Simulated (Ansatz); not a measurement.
# AlBrClF: how energies converge with the basis set

One table from this session's results is given with a row withheld; the runs are named, their logs left out.

Program: Ansatz 0.2.0, Gaussian basis. Level of theory: one geometry, several basis sets. These are calculated values, not measurements.

Levels to be run: PBE0-D4/def2-SVP; ωB97M-V/def2-SVP; PBE0-D4/def2-QZVPP; ωB97M-V/def2-QZVPP; the functionals' def2-TZVPP values are taken from earlier runs.

### The relaxed structure

An earlier PBE0-D4 in a triple-zeta def2 set relaxation fixed the geometry.

SMILES `[F][Al]([Cl])[Br]`, 4 atoms, charge 0, spin multiplicity 1.

Atoms are counted from 1 here; the program's logs count them from 0.

Bond lengths: F1–Al2 1.633 Å, Al2–Cl3 2.066 Å, Al2–Br4 2.220 Å. Angles: F1–Al2–Cl3 119.0°, F1–Al2–Br4 119.2°, Cl3–Al2–Br4 121.8°.

Set-up of the first run:

Contents of in.yaml:

```yaml
crystal:
  periodic: [false, false, false]
  atoms:
    - {symbol: F, position_ang: [0.275789, 0.531418, 1.633028]}
    - {symbol: Al, position_ang: [0.051601, -0.001403, 0.105360]}
    - {symbol: Cl, position_ang: [1.152711, -1.617358, -0.562539]}
    - {symbol: Br, position_ang: [-1.424502, 1.027043, -1.196149]}
basis:
  gaussian: {orbitals: def2-SVP}
hamiltonian: {xc: pbe0, dispersion: d4}
output: {orbitals: {seedname: orbitals}}
```

Among the steps run: PBE0-D4 in def2-SVP; ωB97M-V in def2-SVP; PBE0-D4 in def2-QZVPP; ωB97M-V in def2-QZVPP.

One of the session's tables, all rows but one given; the rest of the session is left out.

It belongs to the step «Density functionals: the series». 

```
functional       basis  HOMO (eV)
   PBE0-D4    def2-SVP      -9.00
   PBE0-D4  def2-TZVPP      -9.11
   PBE0-D4  def2-QZVPP      -9.12
   ωB97M-V    def2-SVP     -11.18
   ωB97M-V  def2-TZVPP          ?
   ωB97M-V  def2-QZVPP     -11.35
```

Estimate the missing values for ωB97M-V, def2-TZVPP.

As computed: HOMO (eV): -11.32. In the column «HOMO (eV)» it lies between ωB97M-V, def2-QZVPP (-11.35) and ωB97M-V, def2-SVP (-11.18).
